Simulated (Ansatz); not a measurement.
# Li3IrF6: the cost of one run

Program: the Python package of Ansatz 0.2.0. Level of theory: DFT LDA, plane waves, PAW. These are calculated values, not measurements.

**1. The structure**

The structure is cubic, space group Fm-3m (No. 225). Conventional cell: a = 7.928 Å, b = 7.928 Å, c = 7.928 Å, α = 90.00°, β = 90.00°, γ = 90.00°. Li (site symmetry -43m) has 12 F at 2.80 Å as nearest neighbours. Li (site symmetry m-3m) is surrounded by 6 F at 1.95 Å. Around Ir (site symmetry m-3m) lie 6 F at 2.01 Å. F (site symmetry 4mm) is surrounded by 5 Li at 1.95 to 2.80 Å and 1 Ir at 2.01 Å.

POSCAR, read by the script:

```text
Li3IrF6
1.0
   0.00000000    3.96392700    3.96392700
   3.96392700    0.00000000    3.96392700
   3.96392700    3.96392700    0.00000000
Li Ir F
3 1 6
Direct
   0.75000000    0.75000000    0.75000000
   0.25000000    0.25000000    0.25000000
   0.50000000    0.50000000    0.50000000
   0.00000000    0.00000000    0.00000000
   0.74609600    0.25390400    0.25390400
   0.25390400    0.25390400    0.74609600
   0.25390400    0.74609600    0.74609600
   0.25390400    0.74609600    0.25390400
   0.74609600    0.25390400    0.74609600
   0.74609600    0.74609600    0.25390400
```

**2. The code**

File run_vcrelax.py:

```python
'''Cell relaxation of Li3IrF6.'''

import json

import ansatz
from ase import Atoms
from ase.io import write
from ase.io import read
from ase.neighborlist import neighbor_list
import matplotlib.pyplot as plt
import numpy as np

def edges_and_angles(cell):
    cell = np.asarray(cell)
    a, b, c = np.linalg.norm(cell, axis=1)
    cosines = cell[1] @ cell[2] / (b * c), cell[0] @ cell[2] / (a * c), cell[0] @ cell[1] / (a * b)
    return (a, b, c, *np.degrees(np.arccos(cosines)))


def main() -> None:
    atoms = read('POSCAR', format='vasp')
    system = ansatz.Crystal.from_ase(atoms)

    # every cell quantity that the symmetry leaves free
    job = system.calculation()
    job = job.functional('LDA')
    job = job.basis(320)
    job = job.accuracy('low')
    job = job.kpoints(spacing=0.29)
    job = job.occupations('fermi_dirac', width=0.3)
    job = job.scf(tolerance=1e-06)
    job = job.relax(force_tolerance=0.01, max_steps=40, cell=True, stress_tolerance=0.01)
    job = job.stress()
    outcome = job.run(threads=1, pin='off', events_out='events.ndjson')
    with open('events.ndjson') as stream:
        events = [json.loads(line) for line in stream]
    steps = [e['data'] for e in events if e['event'] == 'relax_step']
    summary = outcome.report
    print('step   energy (eV)     max comp. (eV/A)   P (GPa)  SCF')
    for s in steps:
        print(f'{s["step"]:4d} {s["lagrangian_ev"]:15.5f} {s["allowed_force_max_ev_ang"]:12.4f} {s["pressure_gpa"]:10.3f} {s["n_scf"]:5d}')

    first, last = steps[0], steps[-1]
    symbols = [site.symbol for site in outcome.lattice.sites]
    print(f'energy gained {first["lagrangian_ev"] - last["lagrangian_ev"]:.4f} eV in {len(steps) - 1} steps')
    for label, vectors in (('before', first['cell_ang']), ('after', outcome.lattice.cell_ang)):
        print(label, 'a b c (A) {:.4f} {:.4f} {:.4f}  angles {:.2f} {:.2f} {:.2f}'.format(*edges_and_angles(vectors)), f' V = {abs(np.linalg.det(vectors)):.3f} A^3')
    print('final stress xx yy zz (GPa, compression positive):', np.round(np.diag(summary['stress_gpa']), 3) + 0.0)

    fig, (top, bottom) = plt.subplots(2, 1, sharex=True, figsize=(4.5, 4))
    top.plot([s['lagrangian_ev'] - last['lagrangian_ev'] for s in steps], 'o-')
    top.set_ylabel('E - E(final) (eV)')
    bottom.semilogy([max(s['allowed_force_max_ev_ang'], 1e-6) for s in steps], 's-')
    bottom.set(xlabel='step', ylabel='largest force (eV/A)')
    fig.tight_layout()
    fig.savefig('relax.png', dpi=100)

    final = Atoms(symbols, positions=last['positions_ang'], cell=outcome.lattice.cell_ang, pbc=True)
    i, j, d = neighbor_list('ijd', final, 4.5)
    print('neighbours within 1.15 times the shortest distance of each atom (A)')
    for atom in range(len(final)):
        near = [m for m in np.argsort(d) if i[m] == atom]
        shell = [m for m in near if d[m] < 1.15 * d[near[0]]]
        print(f'{symbols[atom]}{atom} ({len(shell)}):', ', '.join(f'{symbols[j[m]]} {d[m]:.3f}' for m in shell))

    change = np.array(last['positions_ang']) @ np.linalg.inv(last['cell_ang']) - np.array(first['positions_ang']) @ np.linalg.inv(first['cell_ang'])
    moved = np.linalg.norm(change @ np.array(last['cell_ang']), axis=1)
    print('displacement within the cell, strain taken out (A):', ' '.join(f'{s}:{d:.3f}' for s, d in zip(symbols, moved)))

    relaxed = Atoms(symbols, positions=[site.position_ang for site in outcome.lattice.sites], cell=outcome.lattice.cell_ang, pbc=True)
    write('relaxed.vasp', relaxed, format='vasp')

    energy = summary['free_energy_ev']
    print('Li3IrF6: {:.6f} eV = {:.6f} Ry = {:.6f} Ha'.format(energy, energy / 13.605693, energy / 27.211386))
    print('Fermi level {:.4f} eV, {} k-points, {} symmetry operations'.format(summary['fermi_energy_ev'], summary['n_kpoints'], summary['n_symmetry_ops']))

    # principal values and the von Mises stress of the deviator
    principal = np.linalg.eigvalsh(np.array(summary['stress_gpa']))
    mises = np.sqrt(0.5 * sum((principal[i] - principal[i - 1]) ** 2 for i in range(3)))
    print('principal stresses (GPa, compression positive):', np.round(principal, 3))
    print(f'mean {principal.mean():.3f} GPa, von Mises {mises:.3f} GPa, PV = {principal.mean() * summary["setup"]["cell_volume_ang3"] / 160.21766:.4f} eV')


if __name__ == '__main__':
    main()
```

**3. What the engine is handed**

The package turns the script's settings into the engine's input:

```yaml
crystal:
  lattice:
    - [0.0, 3.963927, 3.963927]
    - [3.963927, 0.0, 3.963927]
    - [3.963927, 3.963927, 0.0]
  atoms:
    - { symbol: Li, position: [0.75, 0.75, 0.75] }
    - { symbol: Li, position: [0.25, 0.25, 0.25] }
    - { symbol: Li, position: [0.5, 0.5, 0.5] }
    - { symbol: Ir, position: [0.0, 0.0, 0.0] }
    - { symbol: F, position: [0.746096, 0.253904, 0.253904] }
    - { symbol: F, position: [0.253904, 0.253904, 0.746096] }
    - { symbol: F, position: [0.253904, 0.746096, 0.746096] }
    - { symbol: F, position: [0.253904, 0.746096, 0.253904] }
    - { symbol: F, position: [0.746096, 0.253904, 0.746096] }
    - { symbol: F, position: [0.746096, 0.746096, 0.253904] }
accuracy: low
basis:
  ecutwfc: 320.0
kpoints:
  mp_grid:
    kspacing: 0.29
hamiltonian:
  xc: lda
scf:
  convergence:
    dr2_threshold: 1.0e-06
  occupations:
    method: fermi_dirac
    width: 0.3
relax:
  f_tol: 0.01
  max_steps: 40
  cell:
    stress_tol: 0.01
output:
  stress: true
```

**4. Running it**

The run is started by

```
$ python run_vcrelax.py
```

What time and memory should one allow on 1 thread of Arm Neoverse V2, shared host?

About 36 s, with a peak of 0.51 GiB.
